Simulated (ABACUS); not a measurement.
Crystal: NiMoIrPdW.

```xyz
5
Lattice="2.7608 0.0000 0.0000 -1.3804 2.3909 0.0000 0.0000 0.0000 11.3405" Properties=species:S:1:pos:R:3 pbc="T T T"
Ir    0.0000    0.0000    1.2025
W     1.3804    0.7970    6.0015
Pd    1.3804    0.7970   10.1952
Mo    1.3804    0.7970    3.3369
Ni    0.0000    0.0000    8.0423
```

The cell was built by a generator and needn't be a form met in nature.

Program: ABACUS 3.10.1. Alike in all runs: task single point; potentials or basis PseudoDojo NC SR 0.4.1 PBE standard, DZP LCAO (the cutoffs set its grid); spin collinear, ferromagnetic start; cell as given; k mesh 11 × 11 × 3; cutoff (eV) 1361; smearing fermi-dirac 0.05 eV.

Problem. Order these runs on this cell by their pressure, lowest first.
A. level BLYP+D3(BJ)
B. level BLYP
C. level BLYP+D2; D2 scale factor 1.2
D. level BLYP+D3(BJ)+ABC

Solution. C (-11.1 GPa), A (-4.1 GPa), D (-2.6 GPa), B (11.1 GPa).

Caveats: the atomic orbitals were generated for these runs and aren't a published set; this set's palladium file may shift the pressure by some GPa; the potentials were made for another functional, which shifts forces and pressure; the basis of atomic orbitals isn't converged, which shifts pressures, moduli and gaps; pairwise dispersion overbinds metals, which lowers pressure and volume (some runs).

Runs at the PBE level aren't shown here.
